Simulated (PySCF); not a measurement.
# M06-L/cc-pVDZ run of TiOF2 (SMILES [O]=[Ti]([F])[F])

What is the vertical ionisation energy of TiOF2 at M06-L/cc-pVDZ? The job is set up through a Python script.

The results are computed with PySCF 2.14.0.

6 further runs of the same task are left out: 2 that didn't finish, 4 set aside as unsound or not needed.

**1. The molecule**

TiOF2: 4 atoms, total charge 0, spin state singlet. SMILES: `[O]=[Ti]([F])[F]`. The shape comes from GFN2-xTB, which is rough for such elements, and wasn't checked as a minimum.

Bond lengths: O1–Ti2 1.596 Å, Ti2–F3 1.722 Å, Ti2–F4 1.721 Å. Angles: O1–Ti2–F3 111.7°, O1–Ti2–F4 111.8°, F3–Ti2–F4 113.6°.

**2. The energy at M06-L/cc-pVDZ**

input.py reads:

```python
# [O]=[Ti]([F])[F]
from pyscf import gto, dft

mol = gto.M(
    atom='''
O      0.238219     0.958923     2.768921
Ti    -0.573589    -0.313902     0.156885
F      1.574917    -2.559653    -0.808878
F     -1.239547     1.914652    -2.116928
''',
    verbose=4,
    basis='cc-pvdz',
    spin=0,
    charge=0,
    unit='bohr',
    max_memory=1860,
)

calc0 = dft.RKS(mol, xc='m06-l')
calc0.grids.level = 5
calc0.conv_tol = 1e-10
calc0.kernel()
if not calc0.converged:
    calc0 = calc0.newton().run(calc0.mo_coeff, calc0.mo_occ)

e_tot = calc0.e_tot
print('E = %.10f Eh' % e_tot)
```

Launch:

```console
$ OMP_NUM_THREADS=1 python input.py
```

Standard output:

```text
PySCF version 2.14.0

[INPUT] num. atoms = 4
[INPUT] num. electrons = 48
[INPUT] charge = 0
[INPUT] spin (= nelec alpha-beta = 2S) = 0
[INPUT] symmetry False subgroup None
[INPUT] Mole.unit = bohr
[INPUT] Symbol           X                Y                Z      unit          X                Y                Z       unit  Magmom
[INPUT]  1 O      0.126060066008   0.507440198627   1.465249892038 AA    0.238219000000   0.958923000000   2.768921000000 Bohr   0.0
[INPUT]  2 Ti    -0.303530227234  -0.166109784862   0.083019966735 AA   -0.573589000000  -0.313902000000   0.156885000000 Bohr   0.0
[INPUT]  3 F      0.833410185490  -1.354510035463  -0.428039804015 AA    1.574917000000  -2.559653000000  -0.808878000000 Bohr   0.0
[INPUT]  4 F     -0.655940024264   1.013190205242  -1.120230054758 AA   -1.239547000000   1.914652000000  -2.116928000000 Bohr   0.0

nuclear repulsion = 222.651598083377
number of shells = 22
number of NR pGTOs = 200
number of NR cGTOs = 85
basis = cc-pvdz
ecp = {}

******** <class 'pyscf.dft.rks.RKS'> ********
method = RKS
initial guess = minao
damping factor = 0
level_shift factor = 0
DIIS = <class 'pyscf.scf.diis.CDIIS'>
diis_start_cycle = 1
diis_space = 8
diis_damp = 0
SCF conv_tol = 1e-10
SCF conv_tol_grad = None
SCF max_cycles = 50
direct_scf = True
direct_scf_tol = 1e-13
XC library pyscf.dft.libxc version 7.0.0
    S. Lehtola, C. Steigemann, M. J.T. Oliveira, and M. A.L. Marques.,  SoftwareX 7, 1–5 (2018)
XC functionals = m06-l
    Y. Zhao and D. G. Truhlar.,  Theor. Chem. Acc. 120, 215 (2008)
radial grids:
    Treutler-Ahlrichs [JCP 102, 346 (1995); DOI:10.1063/1.469408] (M4) radial grids

becke partition: Becke, JCP 88, 2547 (1988); DOI:10.1063/1.454033
pruning grids: <function nwchem_prune>
grids dens level: 5
symmetrized grids: False
atomic radii adjust function: <function treutler_atomic_radii_adjust>
small_rho_cutoff = 0
Set gradient conv threshold to 1e-05
Initial guess from minao.
tot grids = 176016
init E= -1124.47213093775
  HOMO = -0.473620205595948  LUMO = -0.170717353457055  gap/eV = 8.24241
cycle= 1 E= -1124.06006234471  delta_E= 0.412  |g|= 1.57  |ddm|= 5.18
  HOMO = -0.231750194232577  LUMO = -0.208935078006774  gap/eV = 0.62083
cycle= 2 E= -1107.98122935995  delta_E= 16.1  |g|= 8.22  |ddm|=  9.9
  HOMO = -0.179358465444734  LUMO = -0.0968374070736573  gap/eV = 2.24551
cycle= 3 E= -1124.21930495432  delta_E= -16.2  |g|= 1.38  |ddm|= 11.9
  HOMO = -0.316425940544415  LUMO = -0.160246939773519  gap/eV = 4.24985
cycle= 4 E= -1124.51325379662  delta_E= -0.294  |g|= 0.431  |ddm|= 3.34
  HOMO = -0.282195521945494  LUMO = -0.145981749724365  gap/eV = 3.70657
cycle= 5 E= -1124.51295216361  delta_E= 0.000302  |g|= 0.449  |ddm|= 0.581
  HOMO = -0.27894287492892  LUMO = -0.134127193094545  gap/eV = 3.94064
cycle= 6 E= -1124.53821002472  delta_E= -0.0253  |g|= 0.259  |ddm|= 0.381
  HOMO = -0.290002039356163  LUMO = -0.130559017344642  gap/eV = 4.33867
cycle= 7 E= -1124.55072810894  delta_E= -0.0125  |g|= 0.0233  |ddm|= 0.23
  HOMO = -0.290649896710896  LUMO = -0.130010307370288  gap/eV = 4.37123
cycle= 8 E= -1124.55083056424  delta_E= -0.000102  |g|= 0.00571  |ddm|= 0.0332
  HOMO = -0.290678859013648  LUMO = -0.129927651522143  gap/eV = 4.37426
cycle= 9 E= -1124.55083565324  delta_E= -5.09e-06  |g|= 0.00219  |ddm|= 0.00733
  HOMO = -0.290656993981714  LUMO = -0.129912051600444  gap/eV = 4.37409
cycle= 10 E= -1124.55083649985  delta_E= -8.47e-07  |g|= 0.000606  |ddm|= 0.00269
  HOMO = -0.290647108322807  LUMO = -0.129937441377337  gap/eV = 4.37313
cycle= 11 E= -1124.55083657715  delta_E= -7.73e-08  |g|= 4.29e-05  |ddm|= 0.000599
  HOMO = -0.290648583477689  LUMO = -0.129937118867487  gap/eV = 4.37318
cycle= 12 E= -1124.55083657748  delta_E= -3.29e-10  |g|= 1.49e-05  |ddm|= 0.000139
  HOMO = -0.290648958049223  LUMO = -0.129936683128271  gap/eV = 4.37320
cycle= 13 E= -1124.55083657753  delta_E= -4.46e-11  |g|= 2.34e-06  |ddm|= 4.4e-05
  HOMO = -0.290648597035194  LUMO = -0.129936691905591  gap/eV = 4.37319
Extra cycle  E= -1124.55083657753  delta_E= -1.82e-12  |g|= 6.03e-06  |ddm|= 1.9e-05
converged SCF energy = -1124.55083657753
E = -1124.5508365775 Eh
```

It took 15 s on 1 thread of AMD EPYC 9R45 (Zen 5), shared host; peak memory 0.47 GiB.

**3. The doublet cation, same level**

run.py reads:

```python
from pyscf import gto, dft

mol = gto.Mole()
mol.atom = 'O 0.126060 0.507440 1.465250; Ti -0.303530 -0.166110 0.083020; F 0.833410 -1.354510 -0.428040; F -0.655940 1.013190 -1.120230'
mol.charge = 1
mol.verbose = 3
mol.spin = 1
mol.basis = 'cc-pvdz'
mol.max_memory = 1860
mol.build()

myscf = dft.UKS(mol)
myscf.xc = 'm06-l'
myscf.conv_tol = 1e-10
myscf.grids.level = 5
myscf.kernel()
if not myscf.converged:
    myscf = myscf.newton().run(myscf.mo_coeff, myscf.mo_occ)

e_tot = myscf.e_tot
print('Final energy', e_tot)
```

Launch:

```console
$ OMP_NUM_THREADS=1 python run.py
```

Standard output:

```text
WARN: HOMO -0.473620206187524 >= LUMO -0.473620206187523

WARN: HOMO -0.505878236869957 >= LUMO -0.505683642935448

converged SCF energy = -1124.12060580703  <S^2> = 0.76175215  2S+1 = 2.0117178
Final energy -1124.1206058070263
```

Wall time 31 s (1 thread of AMD EPYC 9R45 (Zen 5), shared host); peak memory 0.48 GiB.

**4. Outcome**

Level: M06-L/cc-pVDZ.

| quantity | value |
| --- | --- |
| singlet TiOF2: total energy | -1124.55084 Eh |
| singlet TiOF2: dipole moment | 4.07 D |
| singlet TiOF2: HOMO energy | -7.91 eV |
| singlet TiOF2: LUMO energy | -3.54 eV |
| singlet TiOF2: HOMO–LUMO gap | 4.37 eV |
| doublet cation: total energy | -1124.12061 Eh |
| doublet cation: HOMO energy (highest over α and β) | -16.73 eV |
| doublet cation: LUMO energy (lowest over α and β) | -15.37 eV |
| doublet cation: ⟨S²⟩ | 0.762 |
| vertical ionisation energy (to the doublet cation) | 11.707 eV |

In words: The vertical ionisation energy comes to 11.71 eV (1130 kJ/mol). −ε(HOMO) before ionisation, 7.91 eV, is 3.80 eV below this ionisation energy. Mulliken charges (singlet TiOF2) run from -0.35 on F3 to +1.04 on Ti2. Mulliken charges (doublet cation) run from -0.19 on F3 to +1.38 on Ti2; they depend strongly on the basis.
